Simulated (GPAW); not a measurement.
In3As:

```
In As
1.0
     4.67168    0.00000    0.00000
     0.00000    4.67168    0.00000
     0.00000    0.00000    4.67168
In As
3 1
Direct
  0.50000 0.50000 0.00000
  0.50000 0.00000 0.50000
  0.00000 0.50000 0.50000
  0.00000 0.00000 0.00000
```

The cell comes from a database or a generator and needn't be the stable form of this composition.

| Item | Value |
| --- | --- |
| Program | GPAW 26.7.0 |
| Task | single point |
| Functional | PBE |
| Potentials or basis | GPAW PAW data sets (gpaw-data 1.2.1) |
| Cutoff | 600 eV |
| Basis | pw |
| k mesh | 6 × 6 × 6 |
| Occupations | fermi-dirac, width 0.05 eV |
| Spin | no spin polarisation |

On this cell: pressure 0.3 GPa; largest force zero by symmetry; band gap on the k mesh none (metal or under the smearing width).

The same run follows on a disturbed copy (atoms moved at random, drawn with an rms of 0.05 Å):

```
CELL_PARAMETERS angstrom
4.67168 0.00000 0.00000
0.00000 4.67168 0.00000
0.00000 0.00000 4.67168
ATOMIC_POSITIONS crystal
In 0.50287 0.49799 0.99110
In 0.49374 0.98827 0.49555
In 0.99021 0.49748 0.51025
As 0.99893 0.00834 0.99706
```

Q: What changes?

A: The energy (extrapolated to zero smearing) moves by +1.4 meV/atom; pressure 0.4 GPa; largest force 0.193 eV/Å; band gap on the k mesh none (metal or under the smearing width).

Forces in eV/Å, atoms in the order of the input:
```
In  -0.075 -0.074  0.161
In  -0.052  0.069 -0.075
In   0.092 -0.071 -0.107
As   0.035  0.075  0.021
```

Stress tensor (GPa, compression positive):
```
 0.38 -0.03 -0.06
-0.03  0.32 -0.04
-0.06 -0.04  0.38
```
